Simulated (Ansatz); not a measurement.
**CHFGaN (SMILES N#[C][GaH][F]) at wB97M-V/cc-pVDZ**

Aim: the energy change on altering one bond length of CHFGaN at wB97M-V/cc-pVDZ, from 2 runs. 

The calculation is run with Ansatz 0.2.0.

126 further runs of the same task are left out: 126 set aside as unsound or not needed.

### Step 1. Starting point

CHFGaN has 5 atoms, charge 0, and is taken as a singlet. SMILES: `N#[C][GaH][F]`. The coordinates come from a PBE0-D4/def2-TZVP relaxation.

Bond lengths: N1–C2 1.152 Å, C2–Ga3 1.931 Å, Ga3–F4 1.741 Å, Ga3–H5 1.539 Å. Angles: N1–C2–Ga3 177.5°, C2–Ga3–F4 112.3°, C2–Ga3–H5 127.5°, F4–Ga3–H5 120.2°.

### Step 2. A single-point energy at wB97M-V/cc-pVDZ

in.yaml reads:

```yaml
crystal:
  periodic: [false, false, false]
  atoms:
    - {symbol: "N", position_ang: [1.214000, -1.657200, 1.266000]}
    - {symbol: C, position_ang: [0.641000, -0.864700, 0.656300]}
    - {symbol: Ga, position_ang: [-0.259700, 0.519000, -0.345500]}
    - {symbol: F, position_ang: [-1.724700, -0.053500, -1.092600]}
    - {symbol: H, position_ang: [0.179200, 1.982700, -0.525600]}
basis:
  gaussian:
    orbitals: cc-pVDZ
hamiltonian:
  xc: {name: wB97M-V}
accuracy: high
output:
  orbitals: {seedname: orbitals}
```

The run is started by

```sh
$ ansatz run in.yaml --threads 1 --pin off --max-ram 3480MiB --events-out events.jsonl --progress --plain --runs-dir runs
```

What it wrote:

```text
Warning: RAYON_NUM_THREADS=1 ignored (pool sized by the plan → 1); use --threads N
Functional definition: wB97M-V
  name "wB97M-V"
  parameter omega = 0.3/bohr
  parameter cx = 0.15
  parameter cx01 = 1.007
  parameter cx10 = 0.259
  parameter css00 = 0.443
  parameter css04 = -1.437
  parameter css10 = -4.535
  parameter css20 = -3.390
  parameter css43 = 4.278
  parameter cos00 = 1.000
  parameter cos10 = 1.358
  parameter cos20 = 2.924
  parameter cos21 = -8.812
  parameter cos60 = -1.390
  parameter cos61 = 9.142
  parameter b = 6.0
  parameter c = 0.01
  gx(w, u) = 1 - cx + cx01*u + cx10*w
  gss(w, u) = css00 + css04*u^4 + css10*w + css20*w^2 + css43*w^4*u^3
  gos(w, u) = cos00 + cos10*w + (cos20 + cos21*u)*w^2 + (cos60 + cos61*u)*w^6
  exchange = spin_sum(e_x_unif_sr(omega)*gx(b97_w, b97_u_x)) + cx*exact_x_sr(omega) + exact_x_lr(omega)
  correlation = spin_sum(e_c_pw_mod_same_spin*gss(b97_w, b97_u_same))
      + integral(e_c_pw_mod_opposite_spin*gos(b97_w_opposite, b97_u_opposite)) + vv10(b, c)
1569 factors; integrals over basis functions are off by at most 4.4e-9 eV
305 factors; integrals over basis functions are off by at most 1.8e-9 eV
mean field evaluation 1: about -57629.0585 eV, gradient 4.6e1 eV
mean field evaluation 2: about -57626.6652 eV, gradient 6.4e1 eV
mean field evaluation 4: about -57633.6622 eV, gradient 2.3e0 eV
mean field evaluation 8: about -57633.7484 eV, gradient 1.0e-1 eV
mean field evaluation 16: about -57633.7485 eV, gradient 2.4e-5 eV
mean field -57633.74848571 eV, -2118.0011912920 hartree, gradient 4.8e-8 eV, S^2 0.000000; 0 other end points of the search recorded, 0 dependent functions left out
reference -57633.74849028 eV, -2118.0011914601 hartree; 27, 27 occupied and 47, 47 virtual orbitals, 1569 factors
Total energy: -57633.74849028 eV, -2118.0011914601 hartree
```

Run time: 44 s. Hardware: 1 thread of Arm Neoverse V2, shared host; peak memory 0.45 GiB.

### Step 3. The distorted shape

in.yaml reads:

```yaml
crystal:
  periodic: [false, false, false]
  atoms:
    - symbol: "N"
      position_ang: [1.148155, -1.876790, 1.293019]
    - symbol: C
      position_ang: [0.575155, -1.084290, 0.683319]
    - symbol: Ga
      position_ang: [-0.325545, 0.299410, -0.318481]
    - symbol: F
      position_ang: [-1.790545, -0.273090, -1.065581]
    - symbol: H
      position_ang: [0.179200, 1.982700, -0.525600]
basis:
  gaussian:
    orbitals: cc-pVDZ
magnetization:
  spin_polarized: false
  initial_magnetization: 0
hamiltonian:
  xc: {name: wB97M-V}
accuracy: high
output: {orbitals: {seedname: orbitals}}
```

The run is started by

```sh
$ ansatz run in.yaml --threads 1 --pin off --max-ram 3480MiB --events-out events.jsonl --progress --plain --runs-dir runs
```

What it wrote, cut to the lines that bear on the results:

```text
Warning: RAYON_NUM_THREADS=1 ignored (pool sized by the plan → 1); use --threads N
[... 2 set-up lines as earlier in the session ...]
[...]
  gx(w, u) = 1 - cx + cx01*u + cx10*w
  gss(w, u) = css00 + css04*u^4 + css10*w + css20*w^2 + css43*w^4*u^3
  gos(w, u) = cos00 + cos10*w + (cos20 + cos21*u)*w^2 + (cos60 + cos61*u)*w^6
[...]
      + integral(e_c_pw_mod_opposite_spin*gos(b97_w_opposite, b97_u_opposite)) + vv10(b, c)
1564 factors; integrals over basis functions are off by at most 4.4e-9 eV
308 factors; integrals over basis functions are off by at most 1.4e-9 eV
[...]
mean field -57633.42087247 eV, -2117.9891517277 hartree, gradient 5.4e-8 eV, S^2 0.000000; 0 other end points of the search recorded, 0 dependent functions left out
reference -57633.42087705 eV, -2117.9891518957 hartree; 27, 27 occupied and 47, 47 virtual orbitals, 1564 factors
Total energy: -57633.42087705 eV, -2117.9891518957 hartree
```

Run time: 44 s. Hardware: 1 thread of Arm Neoverse V2, shared host; peak memory 0.45 GiB.

### Step 4. What came out

At wB97M-V/cc-pVDZ:

| quantity | value |
| --- | --- |
| first shape: total energy | -2118.00119 Eh |
| first shape: HOMO energy | -12.26 eV |
| first shape: LUMO energy | -0.57 eV |
| first shape: HOMO–LUMO gap | 11.69 eV |
| distorted shape: total energy | -2117.98915 Eh |
| distorted shape: HOMO energy | -11.97 eV |
| distorted shape: LUMO energy | -0.60 eV |
| distorted shape: HOMO–LUMO gap | 11.37 eV |
| energy change with the Ga3–H5 bond stretched from 1.539 to 1.770 Å | 0.328 eV |

With the Ga3–H5 bond stretched from 1.539 to 1.770 Å the energy rises by 0.33 eV (31.6 kJ/mol). The first shape isn't relaxed at this level, so the change isn't measured from a minimum.
